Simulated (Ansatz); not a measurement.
TiAl, space group P4/mmm, a point defect in a supercell

With Ansatz 0.2.0 through its Python package.

Typed at the interpreter:
```pycon
>>> import ansatz
>>> import numpy as np
>>> lattice = ansatz.Lattice.of(
...     [2.8373, 0.0, 0.0],
...     [0.0, 2.8373, 0.0],
...     [0.0, 0.0, 4.0591],
... )
>>> sites = [
...     ("Ti", [0.0, 0.0, 0.0]),
...     ("Al", [0.5, 0.5, 0.5]),
... ]
>>> xtal = ansatz.Crystal(lattice=lattice)
>>> for symbol, position in sites:
...     xtal = xtal.atom(symbol, position)
...
>>> host = xtal.supercell(2)
>>> defective = host.substitution("In", at=[0.5, 0.5, 0.5], replaces="Al")
>>> def settled(structure):
...     return (
...         structure.calculation()
...         .functional(ansatz.Functional.LDA)
...         .basis(420)
...         .kpoints(3, 3, 2)
...         .occupations("Fermi-Dirac", width=100 * ansatz.meV)
...         .band_table()
...     )
...
>>> perfect = settled(host).run(threads=1, pin="off").report

>>> model = settled(defective).forces()
>>> res = model.run(threads=1, pin="off")
>>> summary = res.report
>>> [(site.symbol, site.position_frac.round(4).tolist()) for site in res.lattice.sites]
[(<Element.TI: 'Ti'>, [0.0, 0.0, 0.0]), (<Element.IN: 'In'>, [0.25, 0.25, 0.25]), (<Element.TI: 'Ti'>, [0.0, 0.0, 0.5]), (<Element.AL: 'Al'>, [0.25, 0.25, 0.75]), (<Element.TI: 'Ti'>, [0.0, 0.5, 0.0]), (<Element.AL: 'Al'>, [0.25, 0.75, 0.25]), (<Element.TI: 'Ti'>, [0.0, 0.5, 0.5]), (<Element.AL: 'Al'>, [0.25, 0.75, 0.75]), (<Element.TI: 'Ti'>, [0.5, 0.0, 0.0]), (<Element.AL: 'Al'>, [0.75, 0.25, 0.25]), (<Element.TI: 'Ti'>, [0.5, 0.0, 0.5]), (<Element.AL: 'Al'>, [0.75, 0.25, 0.75]), (<Element.TI: 'Ti'>, [0.5, 0.5, 0.0]), (<Element.AL: 'Al'>, [0.75, 0.75, 0.25]), (<Element.TI: 'Ti'>, [0.5, 0.5, 0.5]), (<Element.AL: 'Al'>, [0.75, 0.75, 0.75])]
>>> summary["n_kpoints"], summary["n_symmetry_ops"], summary["n_pw"]
(6, 16, 5167)
>>> summary["published_state_doubts"]
[]
>>> n_host, n_defect = len(perfect["lattice"]["sites"]), len(summary["lattice"]["sites"])
>>> print(f"perfect cell: {n_host} atoms, F = {perfect['free_energy_ev']:.4f} eV")
perfect cell: 16 atoms, F = -23712.0386 eV
>>> print(f"defect cell:  {n_defect} atoms, F = {summary['free_energy_ev']:.4f} eV")
defect cell:  16 atoms, F = -28655.9996 eV
>>> # chemical potentials are still to be added to this difference
>>> print(f"difference {summary['free_energy_ev'] - perfect['free_energy_ev']:.4f} eV (no chemical potentials)")
difference -4943.9609 eV (no chemical potentials)
>>> for label, run in (("perfect", perfect), ("defect", summary)):
...     levels, filled = np.array(run["eigenvalues_ev"][0]), np.array(run["occupations"][0])
...     top = int(np.argmin(np.abs(levels - run["fermi_energy_ev"])))
...     window = slice(max(top - 3, 0), top + 4)
...     print(label, "levels near E_F at the first k-point:", ", ".join(f"{e - run['fermi_energy_ev']:.2f} ({f:.2f})" for e, f in zip(levels[window], filled[window])))
...
perfect levels near E_F at the first k-point: -0.31 (1.91), -0.25 (1.85), -0.25 (1.85), -0.25 (1.85), 0.59 (0.01), 1.31 (0.00), 1.31 (0.00)
defect levels near E_F at the first k-point: -0.33 (1.93), -0.29 (1.90), -0.19 (1.73), -0.19 (1.73), 0.55 (0.01), 1.32 (0.00), 1.32 (0.00)
```

Notes:
- Total energies depend on the potentials; only differences at equal settings carry meaning. A total without «per atom» is that of the cell as typed.
- The computed bands are complete only to about 1.6 eV above the Fermi level.
- For a metal this k-point mesh is coarse: on a finer one energies can move by several to tens of meV an atom and pressures by half a GPa or more, differences at one mesh by less.
- The atoms stand at ideal sites; relaxing them can change energy and levels by an eV or more.
- The difference holds no chemical potentials.
- Errors of mesh and smearing per atom add up over the supercell, so the energy can be off by tenths of an eV.
- Each cell's levels count from its own Fermi level and aren't aligned; one k-point can hide that the defect cell is metallic.
- The starting cell is as deposited in a crystallographic database; the results hold for this polymorph, which needn't be the stable one.
- Gaps and levels are Kohn-Sham values on a finite set of k-points.
- The supercell is small, so the defect meets its images and the energies aren't those of an isolated defect; a partly filled defect level may also lower its energy by spin or distortion. For a charged cell the difference holds no correction, alignment or term for the electrons' reservoir.
- Hardware and time: 12 s on 1 thread of Arm Neoverse V2 (shared host), peak memory 0.61 GiB.

(Lines on the test bed's own set-up are left out of the output.)
